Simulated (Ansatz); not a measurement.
# Au (fcc type): how the settings move a relaxation

Question: which choices in the input matter for Au (fcc type)?

Computed with Ansatz 0.2.0 (reference: DFT, PBE, PAW with Ansatz's default frozen-core files, scalar-relativistic, unless a step's input says otherwise).

## Step 1: The starting structure

Symmetry: Fm-3m, No. 225, cubic system. The conventional cell has a = 4.157 Å, b = 4.157 Å, c = 4.157 Å, α = 90.00°, β = 90.00°, γ = 90.00°. Au (site symmetry m-3m) is surrounded by 12 Au at 2.94 Å.

Structure file:

```cif
data_structure
_symmetry_space_group_name_H-M 'Fm-3m'
_symmetry_Int_Tables_number 225
_cell_length_a 4.1565
_cell_length_b 4.1565
_cell_length_c 4.1565
_cell_angle_alpha 90.000
_cell_angle_beta 90.000
_cell_angle_gamma 90.000
_cell_volume 71.81
loop_
_atom_site_label
_atom_site_type_symbol
_atom_site_symmetry_multiplicity
_atom_site_Wyckoff_symbol
_atom_site_fract_x
_atom_site_fract_y
_atom_site_fract_z
_atom_site_occupancy
Au1 Au 4 a 0.00000 0.00000 0.00000 1
```

## Step 2: The reference run

Contents of input.yaml:

```yaml
crystal:
  lattice:
    - [0.0, 2.0782718017, 2.0782718017]
    - [2.0782718017, 0.0, 2.0782718017]
    - [2.0782718017, 2.0782718017, 0.0]
  atoms:
    - { symbol: Au, position: [0.0, 0.0, 0.0] }
kpoints:
  mp_grid: { grid: [18, 18, 18] }
scf:
  occupations: { method: fermi_dirac, width: 0.05 }
hamiltonian:
  xc: pbe
  pseudopotentials: { kind: paw }
output:
  forces: true
  stress: true
  write_density: true
  write_potential: true
  elf: true
  volumetric_format: npy
relax:
  f_tol: 0.005
  max_steps: 40
  cell: {}
```

Launch:

```
> ansatz run input.yaml --threads 2 --pin off --max-ram 4096MiB --backend cpu --events-out ev --progress --plain --runs-dir out
```

## Step 3: Variant: xc rpbe

input.yaml, as its differences from that of step 2:

```diff
@@ -12,3 +12,3 @@
 hamiltonian:
-  xc: pbe
+  xc: rpbe
   pseudopotentials: { kind: paw }
@@ -17,6 +17,2 @@
   stress: true
-  write_density: true
-  write_potential: true
-  elf: true
-  volumetric_format: npy
 relax:
```

Before running it: what results should come out? Wanted: for each run, ending; energy change; pressure; gap; force.

The runs gave:

```
       run     ending   energy change  pressure (GPa)  gap (eV)  force (eV/Å)  cycles   time
 reference  converged               -             0.0      0.00          0.00      18  2.5 s
1: xc rpbe  converged  not comparable             0.0      0.00          0.00      27    3 s
```

Times don't compare one to one where runs were asked for different outputs or read a saved state (see the inputs); cycles may leave out searches for a lower state.

What this shows: A change of functional puts the total energy on another scale; the final volume goes from 17.97 to 18.50 Å³.
